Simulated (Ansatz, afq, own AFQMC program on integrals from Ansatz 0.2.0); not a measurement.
# TiSiH2 (septet): quantum Monte Carlo beside coupled cluster, def2-TZVP

Aim: compute TiSiH2 (septet) with auxiliary-field quantum Monte Carlo on the same integrals as coupled cluster, and set the energies side by side.

The runs use Ansatz 0.2.0, Gaussian basis, and an in-house AFQMC program (afq) on its integrals; all values are calculated; def2-TZVP, frozen cores.

To be run: PBE (unrestricted); CCSD(T) on UHF; r2SCAN (unrestricted); PBE0 (unrestricted); B3LYP (unrestricted); CCSDT(Q) on UHF; wB97M-V (unrestricted); B2PLYP (unrestricted); Phaseless AFQMC, single-determinant trial on UHF.

4 further runs of the same task are left out: 4 that didn't finish.

## Step 1: The system

The geometry is a PBE0/def2-TZVP stationary point (not a proven minimum) of the parent state, kept for this charge and spin.

4 atoms, charge 0, spin multiplicity 7.

Atoms are counted from 1 here; the program's logs count them from 0.

Bond lengths: Ti1–Si2 2.493 Å, Ti1–H3 1.742 Å, Ti1–H4 1.742 Å. Angles: Si2–Ti1–H3 118.7°, Si2–Ti1–H4 118.7°, H3–Ti1–H4 122.5°.

As a file:

```xyz
4
charge 0, multiplicity 7
Ti    0.00000    0.00000    0.87647
Si    0.00000    0.00000   -1.61681
H     0.00000    1.52787    1.71395
H     0.00000   -1.52787    1.71395
```

## Step 2: PBE (unrestricted)

The input, in.yaml:

```yaml
crystal:
  periodic: [false, false, false]
  atoms:
    - {symbol: Ti, position_ang: [0.000000, 0.000000, 0.876466]}
    - {symbol: Si, position_ang: [0.000000, 0.000000, -1.616810]}
    - {symbol: H, position_ang: [0.000000, 1.527869, 1.713949]}
    - {symbol: H, position_ang: [0.000000, -1.527869, 1.713949]}
basis:
  gaussian: {orbitals: def2-TZVP}
magnetization: {spin_polarized: true, initial_magnetization: 6}
hamiltonian: {xc: {name: PBE}}
output: {orbitals: {seedname: orbitals}}
```

Started as:

```sh
$ ansatz run in.yaml --threads 1 --pin off --events-out ev --progress --plain --max-ram 5632MiB --backend cpu
```

What it wrote:

```text
Functional definition: PBE
  name "PBE"
  cite "Perdew, Burke & Ernzerhof, Phys. Rev. Lett. 77, 3865 (1996) doi:10.1103/PhysRevLett.77.3865"
  parent pbe
  parameter kappa = 0.804
  parameter beta = 0.06672455060314922
  exchange = pbe_x(kappa = kappa, mu = beta*pi^2/3)
  correlation = pbe_c(beta = beta)
753 factors; their error is unknown
mean field evaluation 1: about -30967.4860 eV, gradient 9.5e1 eV
mean field evaluation 2: about -30531.3429 eV, gradient 2.5e2 eV
mean field evaluation 4: about -30995.1247 eV, gradient 3.4e1 eV
mean field evaluation 8: about -31007.9096 eV, gradient 1.8e0 eV
mean field evaluation 16: about -31007.9286 eV, gradient 1.2e-3 eV
mean field evaluation 32: about -31007.4494 eV, gradient 2.1e-2 eV
mean field evaluation 64: about -31007.4974 eV, gradient 7.7e-1 eV
mean field evaluation 96: about -31007.6358 eV, gradient 3.8e0 eV
mean field evaluation 128: about -31006.8727 eV, gradient 9.7e-2 eV
mean field evaluation 160: about -31007.4480 eV, gradient 3.9e-1 eV
mean field -31007.92861425 eV, -1139.5203586449 hartree, gradient 4.6e-6 eV, S^2 12.002753; 17 other end points of the search recorded, 0 dependent functions left out
reference -31007.92866439 eV, -1139.5203604875 hartree; 22, 16 occupied and 72, 78 virtual orbitals, 753 factors
Total energy: -31007.92866439 eV, -1139.5203604875 hartree
```

Wall time 28 s (1 thread of AMD EPYC 7R13 (Zen 3), shared host); peak memory 1.6 GiB.

From the report: ⟨S²⟩ of the determinant 12.003 (pure septet: 12.00).

## Step 3: CCSD(T) on UHF

in.yaml: that of step 2 with these lines changed.

```diff
@@ -10,3 +10,2 @@
 magnetization: {spin_polarized: true, initial_magnetization: 6}
-hamiltonian: {xc: {name: PBE}}
-output: {orbitals: {seedname: orbitals}}
+correlation: {method: ccsd_t, electrons: outside_noble_gas, hamiltonian_folder: ham}
```

Started as:

```sh
$ ansatz run in.yaml --threads 1 --pin off --events-out ev --progress --plain --max-ram 16896MiB --backend cuda --devices 0, --max-vram 18GiB
```

What it wrote, shortened:

```text
Functional definition: HF
  name "HF"
  cite "Fock, Z. Phys. 61, 126 (1930) doi:10.1007/BF01340294"
  parent pbe
[...]
716 factors; integrals over basis functions are off by at most 9.7e-4 eV
[...]
mean field -30975.37828932 eV, -1138.3241562670 hartree, gradient 3.9e-6 eV, S^2 12.010045; 40 other end points of the search recorded, 0 dependent functions left out
determinant -30975.37828932 eV, -1138.3241562670 hartree, with singles and doubles -30979.83675856 eV, -1138.4880019896 hartree
determinant -30975.11383041 eV, -1138.3144375813 hartree, with singles and doubles -30979.96318582 eV, -1138.4926481056 hartree
determinant -30975.07909264 eV, -1138.3131609919 hartree, with singles and doubles -30979.55365386 eV, -1138.4775980836 hartree
determinant -30974.99411164 eV, -1138.3100379976 hartree, with singles and doubles -30979.45649714 eV, -1138.4740276402 hartree
[...]
determinant -30974.85207494 eV, -1138.3048182453 hartree, with singles and doubles -30979.66956176 eV, -1138.4818576204 hartree
determinant -30974.68918233 eV, -1138.2988320521 hartree, with singles and doubles -30979.57954724 eV, -1138.4785496477 hartree
determinant -30974.58021554 eV, -1138.2948275965 hartree, with singles and doubles -30979.46779134 eV, -1138.4744426943 hartree
14 core orbitals not correlated: weight in the atoms' cores, before any rotation towards them, 0.999 or more for the frozen orbitals, at most 0.001 for the correlated occupied ones
reference -30975.11383041 eV, -1138.3144375813 hartree; 8, 2 occupied and 72, 78 virtual orbitals, 716 factors
second order -3.72574116 eV of doubles, -0.00000000 eV of singles
cycle   1  -4.02985376 eV  change   -9.4e-1 eV  update   9.5e-2
[...]
cycle  23  -4.83417350 eV  change   -1.9e-6 eV  update   1.6e-6
perturbative correction -0.25771412 eV, -0.0094708191 hartree
WARN: these amplitudes may be one of several solutions (largest doubles amplitude 0.08, level shift 4.58 eV)
Total energy: -30980.20571802 eV, -1138.5015609998 hartree
```

Run time: 53 s. Hardware: 1 × NVIDIA H100 80GB HBM3 with 1 thread of AMD EPYC 7R13 (Zen 3), shared host; peak host memory 1.6 GiB.

From the report: ⟨S²⟩ of the determinant 12.070 (pure septet: 12.00); correlation -5.0919 eV; T1 0.046; largest double amplitude 0.08. The report flags that the cluster equations may have other roots.

This run also writes the integrals to the folder ham.

## Step 4: r2SCAN (unrestricted)

in.yaml: that of step 3 with these lines changed.

```diff
@@ -10,2 +10,2 @@
 magnetization: {spin_polarized: true, initial_magnetization: 6}
-correlation: {method: ccsd_t, electrons: outside_noble_gas, hamiltonian_folder: ham}
+hamiltonian: {xc: {name: r2SCAN}}
```

Started as:

```sh
$ ansatz run in.yaml --threads 1 --pin off --events-out ev --progress --plain --max-ram 5632MiB --backend cpu
```

What it wrote, shortened:

```text
Functional definition: r2SCAN
  name "r2SCAN"
  cite "Furness, Kaplan, Ning, Perdew & Sun, J. Phys. Chem. Lett. 11, 8208 (2020) doi:10.1021/acs.jpclett.0c02405"
  cite "Furness, Kaplan, Ning, Perdew & Sun, J. Phys. Chem. Lett. 11, 9248 (2020) doi:10.1021/acs.jpclett.0c03077"
  parent r2scan
[...]
753 factors; their error is unknown
[...]
mean field -31016.48968561 eV, -1139.8349722145 hartree, gradient 4.0e-6 eV, S^2 12.007962; 13 other end points of the search recorded, 0 dependent functions left out
reference -31016.48970593 eV, -1139.8349729610 hartree; 22, 16 occupied and 72, 78 virtual orbitals, 753 factors
Total energy: -31016.48970593 eV, -1139.8349729610 hartree
```

It took 60 s on 1 thread of AMD EPYC 7R13 (Zen 3), shared host; peak memory 1.6 GiB.

From the report: ⟨S²⟩ of the determinant 12.008 (pure septet: 12.00).

## Step 5: PBE0 (unrestricted)

in.yaml: that of step 4 with these lines changed.

```diff
@@ -10,2 +10,3 @@
 magnetization: {spin_polarized: true, initial_magnetization: 6}
-hamiltonian: {xc: {name: r2SCAN}}
+hamiltonian: {xc: {name: PBE0}}
+output: {orbitals: {seedname: orbitals}}
```

Same command.

What it wrote:

```text
Functional definition: PBE0
  name "PBE0"
  cite "Adamo & Barone, J. Chem. Phys. 110, 6158 (1999) doi:10.1063/1.478522"
  cite "Perdew, Burke & Ernzerhof, Phys. Rev. Lett. 77, 3865 (1996) doi:10.1103/PhysRevLett.77.3865"
  parent pbe
  parameter a = 0.25
  parameter kappa = 0.804
  parameter beta = 0.06672455060314922
  exchange = (1 - a)*pbe_x(kappa = kappa, mu = beta*pi^2/3) + a*exact_x
  correlation = pbe_c(beta = beta)
822 factors; their error is unknown
mean field evaluation 1: about -30992.8724 eV, gradient 5.9e1 eV
mean field evaluation 2: about -30910.2087 eV, gradient 1.1e2 eV
mean field evaluation 4: about -31005.7546 eV, gradient 2.0e1 eV
mean field evaluation 8: about -31008.9215 eV, gradient 3.9e-1 eV
mean field evaluation 16: about -31009.1076 eV, gradient 2.9e-3 eV
mean field evaluation 32: about -31009.0519 eV, gradient 7.1e-1 eV
mean field -31009.10761433 eV, -1139.5636860984 hartree, gradient 6.4e-6 eV, S^2 12.008076; 3 other end points of the search recorded, 0 dependent functions left out
reference -31009.10764982 eV, -1139.5636874026 hartree; 22, 16 occupied and 72, 78 virtual orbitals, 822 factors
Total energy: -31009.10764982 eV, -1139.5636874026 hartree
```

It took 9 s on 1 thread of AMD EPYC 7R13 (Zen 3), shared host; peak memory 1.6 GiB.

From the report: ⟨S²⟩ of the determinant 12.008 (pure septet: 12.00).

## Step 6: B3LYP (unrestricted)

in.yaml: that of step 5 with these lines changed.

```diff
@@ -10,3 +10,2 @@
 magnetization: {spin_polarized: true, initial_magnetization: 6}
-hamiltonian: {xc: {name: PBE0}}
-output: {orbitals: {seedname: orbitals}}
+hamiltonian: {xc: {name: B3LYP}}
```

Launched as before.

What it wrote, shortened:

```text
Functional definition: B3LYP
  name "B3LYP"
  cite "Stephens, Devlin, Chabalowski & Frisch, J. Phys. Chem. 98, 11623 (1994) doi:10.1021/j100096a001"
  cite "Becke, Phys. Rev. A 38, 3098 (1988) doi:10.1103/PhysRevA.38.3098"
  cite "Lee, Yang & Parr, Phys. Rev. B 37, 785 (1988) doi:10.1103/PhysRevB.37.785"
  cite "Vosko, Wilk & Nusair, Can. J. Phys. 58, 1200 (1980) doi:10.1139/p80-159"
[...]
812 factors; their error is unknown
[...]
mean field -31018.96517333 eV, -1139.9259447100 hartree, gradient 1.5e-5 eV, S^2 12.008856; 3 other end points of the search recorded, 0 dependent functions left out
reference -31018.96540947 eV, -1139.9259533880 hartree; 22, 16 occupied and 72, 78 virtual orbitals, 812 factors
Total energy: -31018.96540947 eV, -1139.9259533880 hartree
```

Run time: 8.5 s. Hardware: 1 thread of AMD EPYC 7R13 (Zen 3), shared host; peak memory 1.6 GiB.

From the report: ⟨S²⟩ of the determinant 12.009 (pure septet: 12.00).

## Step 7: CCSDT(Q) on UHF

in.yaml: that of step 6 with these lines changed.

```diff
@@ -10,2 +10,2 @@
 magnetization: {spin_polarized: true, initial_magnetization: 6}
-hamiltonian: {xc: {name: B3LYP}}
+correlation: {method: ccsdt_q, electrons: outside_noble_gas}
```

Started as:

```sh
$ ansatz run in.yaml --threads 1 --pin off --events-out ev --progress --plain --max-ram 16896MiB --backend cuda --devices 0, --max-vram 18GiB
```

What it wrote, shortened:

```text
Functional definition: HF
  name "HF"
  cite "Fock, Z. Phys. 61, 126 (1930) doi:10.1007/BF01340294"
  parent pbe
[...]
1336 factors; integrals over basis functions are off by at most 1.9e-7 eV
[...]
mean field -30975.37831061 eV, -1138.3241570494 hartree, gradient 3.3e-6 eV, S^2 12.010045; 37 other end points of the search recorded, 0 dependent functions left out
determinant -30975.37831061 eV, -1138.3241570494 hartree, with singles and doubles -30979.83547394 eV, -1138.4879547807 hartree
determinant -30975.11385111 eV, -1138.3144383419 hartree, with singles and doubles -30979.96303389 eV, -1138.4926425225 hartree
determinant -30975.07911431 eV, -1138.3131617882 hartree, with singles and doubles -30979.55366661 eV, -1138.4775985522 hartree
determinant -30974.99413020 eV, -1138.3100386797 hartree, with singles and doubles -30979.45651021 eV, -1138.4740281206 hartree
[...]
determinant -30974.85209640 eV, -1138.3048190338 hartree, with singles and doubles -30979.66957936 eV, -1138.4818582671 hartree
determinant -30974.68920055 eV, -1138.2988327217 hartree, with singles and doubles -30979.57955878 eV, -1138.4785500720 hartree
determinant -30974.58023451 eV, -1138.2948282938 hartree, with singles and doubles -30979.46780524 eV, -1138.4744432050 hartree
[...]
14 core orbitals not correlated: weight in the atoms' cores, before any rotation towards them, 0.999 or more for the frozen orbitals, at most 0.001 for the correlated occupied ones
reference -30975.11385111 eV, -1138.3144383419 hartree; 8, 2 occupied and 72, 78 virtual orbitals, 1336 factors
second order -3.72574426 eV of doubles, -0.00000000 eV of singles
cycle   1  -4.02985068 eV  change   -9.4e-1 eV  update   9.9e-2
[...]
cycle  48  -5.17355676 eV  change    1.2e-7 eV  update   5.1e-7
perturbative correction -0.01992338 eV, -0.0007321705 hartree
WARN: these amplitudes may be one of several solutions (largest doubles amplitude 0.12, level shift 4.58 eV)
Total energy: -30980.30733124 eV, -1138.5052952166 hartree
```

Run time: 81 s. Hardware: 1 × NVIDIA H100 80GB HBM3 with 1 thread of AMD EPYC 7R13 (Zen 3), shared host; peak host memory 1.6 GiB.

From the report: ⟨S²⟩ of the determinant 12.070 (pure septet: 12.00); correlation -5.1935 eV; T1 0.052; largest double amplitude 0.12. The report flags that the cluster equations may have other roots.

## Step 8: wB97M-V (unrestricted)

in.yaml: that of step 7 with these lines changed.

```diff
@@ -10,2 +10,3 @@
 magnetization: {spin_polarized: true, initial_magnetization: 6}
-correlation: {method: ccsdt_q, electrons: outside_noble_gas}
+hamiltonian: {xc: {name: wB97M-V}}
+output: {orbitals: {seedname: orbitals}}
```

Started as:

```sh
$ ansatz run in.yaml --threads 1 --pin off --events-out ev --progress --plain --max-ram 5632MiB --backend cpu
```

What it wrote, shortened:

```text
Functional definition: wB97M-V
  name "wB97M-V"
  cite "Mardirossian & Head-Gordon, J. Chem. Phys. 144, 214110 (2016) doi:10.1063/1.4952647"
  cite "Becke, J. Chem. Phys. 107, 8554 (1997) doi:10.1063/1.475007"
  cite "Vydrov & Van Voorhis, J. Chem. Phys. 133, 244103 (2010) doi:10.1063/1.3521275"
  # Of w^i u^j: cxij and so on, Table III.
[...]
  gx(w, u) = 1 - cx + cx01*u + cx10*w
  gss(w, u) = css00 + css04*u^4 + css10*w + css20*w^2 + css43*w^4*u^3
  gos(w, u) = cos00 + cos10*w + (cos20 + cos21*u)*w^2 + (cos60 + cos61*u)*w^6
[...]
      + integral(e_c_pw_mod_opposite_spin*gos(b97_w_opposite, b97_u_opposite)) + vv10(b, c)
791 factors; their error is unknown
184 factors; integrals over basis functions are off by at most 1.0e-4 eV
[...]
mean field -31015.12898286 eV, -1139.7849673105 hartree, gradient 1.1e-5 eV, S^2 12.013572; 3 other end points of the search recorded, 0 dependent functions left out
reference -31015.12903272 eV, -1139.7849691430 hartree; 22, 16 occupied and 72, 78 virtual orbitals, 791 factors
Total energy: -31015.12903272 eV, -1139.7849691430 hartree
```

It took 42 s on 1 thread of AMD EPYC 7R13 (Zen 3), shared host; peak memory 1.6 GiB.

From the report: ⟨S²⟩ of the determinant 12.014 (pure septet: 12.00).

## Step 9: B2PLYP (unrestricted)

in.yaml: that of step 8 with these lines changed.

```diff
@@ -10,3 +10,3 @@
 magnetization: {spin_polarized: true, initial_magnetization: 6}
-hamiltonian: {xc: {name: wB97M-V}}
-output: {orbitals: {seedname: orbitals}}
+hamiltonian: {xc: {name: B2PLYP}}
+correlation: {electrons: outside_noble_gas}
```

Same command.

What it wrote, shortened:

```text
Functional definition: B2PLYP
  name "B2PLYP"
  cite "Grimme, J. Chem. Phys. 124, 034108 (2006) doi:10.1063/1.2148954"
  cite "Becke, Phys. Rev. A 38, 3098 (1988) doi:10.1103/PhysRevA.38.3098"
  cite "Lee, Yang & Parr, Phys. Rev. B 37, 785 (1988) doi:10.1103/PhysRevB.37.785"
[...]
716 factors; integrals over basis functions are off by at most 9.7e-4 eV
[...]
mean field -31005.81667177 eV, -1139.4427461900 hartree, gradient 3.1e-6 eV, S^2 12.024526; 6 other end points of the search recorded, 0 dependent functions left out
14 core orbitals not correlated: weight in the atoms' cores, before any rotation towards them, 0.999 or more for the frozen orbitals, at most 0.001 for the correlated occupied ones
reference -31005.81681901 eV, -1139.4427516010 hartree; 8, 2 occupied and 72, 78 virtual orbitals, 716 factors
second order -5.36657679 eV of doubles, -0.00000000 eV of singles
Total energy: -31007.26579474 eV, -1139.4960004771 hartree
```

Wall time 12 s (1 thread of AMD EPYC 7R13 (Zen 3), shared host); peak memory 1.7 GiB.

From the report: ⟨S²⟩ of the determinant 12.025 (pure septet: 12.00).

## Step 10: Phaseless AFQMC, single-determinant trial on UHF

It reads the integrals that the CCSD(T) run on this determinant wrote.

Started as:

```sh
$ afq ham --method phaseless --trial hf --walkers 2100 --populations 20 --least-time 40 --time-step 0.005 --steps-per-block 20 --equilibration-blocks 160 --max-blocks 4000 --target-error 0.0009500000000000001 --factor-cut 1e-05 --start spin_pure --seed 8225 --taylor-order 6
```

What it wrote:

```text
orbitals 80  electrons 8 2  factors 630 of 716
reference energy -1138.31443758 Eh
CCSD correlation -0.17765265 Eh in 20 cycles, weight of the determinant in the CISD state 0.8206
energy of the start -1138.315221 Eh
 block  time / (1/Eh)  mean weight  energy / Eh
     1     0.100  1.0005  -1138.341487
     2     0.200  1.0006  -1138.361898
     3     0.300  1.0010  -1138.378476
     4     0.400  1.0008  -1138.392385
     5     0.500  1.0009  -1138.404083
     6     0.600  1.0006  -1138.415040
     7     0.700  1.0001  -1138.422381
     8     0.800  1.0006  -1138.430123
     9     0.900  1.0004  -1138.438137
    10     1.000  1.0004  -1138.444078
    13     1.300  1.0005  -1138.455628
    19     1.900  0.9998  -1138.471935
    25     2.500  0.9998  -1138.481905
    31     3.100  1.0001  -1138.490171
    37     3.700  0.9996  -1138.492879
    43     4.300  0.9999  -1138.492799
    49     4.900  1.0006  -1138.491848
    55     5.500  1.0002  -1138.489655
    61     6.100  0.9994  -1138.491899
    67     6.700  1.0004  -1138.493354
    73     7.300  1.0002  -1138.493104
    79     7.900  0.9996  -1138.493578
    85     8.500  1.0001  -1138.495859
    91     9.100  0.9999  -1138.498406
    97     9.700  1.0003  -1138.495518
   103    10.300  1.0000  -1138.495343
   109    10.900  0.9994  -1138.492106
   115    11.500  1.0007  -1138.494536
   121    12.100  0.9996  -1138.493211
   127    12.700  1.0002  -1138.492810
   133    13.300  1.0002  -1138.493204
   139    13.900  0.9998  -1138.489082
   145    14.500  0.9993  -1138.494684
   151    15.100  0.9995  -1138.493415
   157    15.700  1.0007  -1138.490303
   163    16.300  1.0003  -1138.491527
   169    16.900  1.0001  -1138.491760
   175    17.500  0.9997  -1138.490380
   181    18.100  0.9998  -1138.492694
   187    18.700  1.0005  -1138.488071
   193    19.300  0.9998  -1138.490570
   199    19.900  0.9987  -1138.489638
   205    20.500  0.9993  -1138.492998
   211    21.100  1.0005  -1138.493235
   217    21.700  1.0004  -1138.491562
   223    22.300  1.0002  -1138.492493
   229    22.900  0.9983  -1138.495176
   235    23.500  1.0005  -1138.495012
   241    24.100  1.0004  -1138.490313
   247    24.700  0.9998  -1138.491943
   253    25.300  1.0002  -1138.488526
   259    25.900  1.0004  -1138.488524
error from the spread of 20 populations
energy -1138.491640 +/- 0.000862 Eh
```

It took 82 s on 1 × NVIDIA H100 80GB HBM3 with 2 threads of AMD EPYC 7R13 (Zen 3), shared host; peak host memory 1.7 GiB.

Energy -30979.9358 ± 0.0235 eV. Caveats: constraint bias not in the error; other roots.

## Step 11: AFQMC on the ladder

On the UHF determinant, counted from CCSDT(Q) (a yardstick, not exact):

```csv
level,energy (eV),from CCSDT(Q) (kcal/mol),statistical error (kcal/mol),time
HF,-30975.1138,+119.76,,
MP2,-30978.8396,+33.85,,
CCSD,-30979.9480,+8.29,,
CCSD(T),-30980.2057,+2.34,,
CCSDT(Q),-30980.3073,0.00,,
"Phaseless AFQMC, single-determinant trial, step 0.005, 2100 walkers",-30979.9358,+8.57,0.54,82 s
```

The functionals' totals stand on their own zeros and serve differences with other points: PBE -31007.929 eV; r2SCAN -31016.490 eV; PBE0 -31009.108 eV; B3LYP -31018.965 eV; wB97M-V -31015.129 eV; B2PLYP -31007.266 eV.

## Step 12: Outcome

```
                                                      quantity                  value
                                  CCSD(T) on UHF from CCSDT(Q)         +2.34 kcal/mol
Phaseless AFQMC, single-determinant trial on UHF from CCSDT(Q)  +8.57 ± 0.54 kcal/mol
```

In words: Error bars are statistical and leave out the constraint, the time step and what remains of the start.
